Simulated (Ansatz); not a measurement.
# Ir2Rh3: the cost of one run

Computed with Ansatz 0.2.0 (DFT PBE, scalar-relativistic, plane waves, PAW, unless a step's input says otherwise).

1 further run of the same task is left out (set aside as unsound or not needed). Runs told in other sessions of the task aren't counted.

### Step 1. The system as given

The structure is hexagonal, space group P-6m2 (No. 187). The conventional cell has a = 2.735 Å, b = 2.735 Å, c = 22.035 Å, α = 90.00°, β = 90.00°, γ = 120.00°. Ir (site symmetry -6m2) has 6 Rh at 2.70 Å and 6 Ir at 2.73 Å in its first shell of neighbours. Ir (site symmetry 3m) is surrounded by 6 Rh at 2.70 to 2.72 Å and 6 Ir at 2.73 Å. Ir (site symmetry -6m2) is surrounded by 6 Rh at 2.71 Å and 6 Ir at 2.73 Å. Rh (site symmetry 3m) has 3 Ir at 2.70 Å and 9 Rh at 2.72 to 2.73 Å in its first shell of neighbours. Rh (site symmetry 3m) is surrounded by 6 Ir at 2.71 to 2.72 Å and 6 Rh at 2.73 Å.

Structure file:

```
Ir Rh
1.0
     2.73473    0.00000    0.00000
    -1.36736    2.36834    0.00000
     0.00000    0.00000   22.03529
Ir Rh
4 6
Direct
  0.00000 0.00000 0.00000
  0.33333 0.66667 0.29954
  0.33333 0.66667 0.50000
  0.33333 0.66667 0.70046
  0.00000 0.00000 0.79984
  0.00000 0.00000 0.20016
  0.00000 0.00000 0.39987
  0.00000 0.00000 0.60013
  0.33333 0.66667 0.90050
  0.33333 0.66667 0.09950
```

The cell was relaxed beforehand at this level, from a generated guess; it is a trial structure. At a tolerance of 0.05 Å it has space group P-6m2 (No. 187); it has 14.27 Å³/atom, an uncorrected energy of +0.03 eV/atom over the elements.

### Step 2. Static run: bands, density of states and charges

Contents of input.yaml:

```yaml
crystal:
  lattice:
    - [2.7347286346, 0.0, 0.0]
    - [-1.3673643173, 2.36834447, 0.0]
    - [0.0, 0.0, 22.0352947]
  atoms:
    - { symbol: Ir, position: [0.0, 0.0, 0.0] }
    - { symbol: Ir, position: [0.3333333333, 0.6666666667, 0.299544] }
    - { symbol: Ir, position: [0.3333333333, 0.6666666667, 0.5] }
    - { symbol: Ir, position: [0.3333333333, 0.6666666667, 0.700456] }
    - { symbol: Rh, position: [0.0, 0.0, 0.799837] }
    - { symbol: Rh, position: [0.0, 0.0, 0.200163] }
    - { symbol: Rh, position: [0.0, 0.0, 0.399867] }
    - { symbol: Rh, position: [0.0, 0.0, 0.600133] }
    - { symbol: Rh, position: [0.3333333333, 0.6666666667, 0.900498] }
    - { symbol: Rh, position: [0.3333333333, 0.6666666667, 0.099502] }
basis:
  ecutwfc: 420
kpoints:
  mp_grid: { grid: [18, 18, 2] }
  band_path:
    path:
      - [[0.0, 0.0, 0.0], [0.5, 0.0, 0.0], [0.33333333, 0.33333333, 0.0], [0.0, 0.0, 0.0], [0.0, 0.0, 0.5], [0.5, 0.0, 0.5], [0.33333333, 0.33333333, 0.5], [0.0, 0.0, 0.5]]
      - [[0.5, 0.0, 0.5], [0.5, 0.0, 0.0]]
      - [[0.33333333, 0.33333333, 0.5], [0.33333333, 0.33333333, 0.0]]
    npoints: 14
hamiltonian:
  xc: pbe
scf:
  occupations: { method: gaussian, width: 0.1 }
  n_extra_bands: 25
output:
  forces: true
  stress: true
  eigenvalues: true
  populations: true
  dos: { projected: true, de: 0.02, nscf_kmesh: { grid: [22, 22, 3] } }
  bader: true
```

Command:

```bash
> ansatz run input.yaml --threads 4 --pin off --max-ram 8192MiB --backend cpu --events-out ev --progress --plain --runs-dir out
```

What time and memory should one allow on 4 threads of Intel Xeon Platinum 8488C (Sapphire Rapids), shared host?

About 94 s, with a peak of 1.7 GiB.
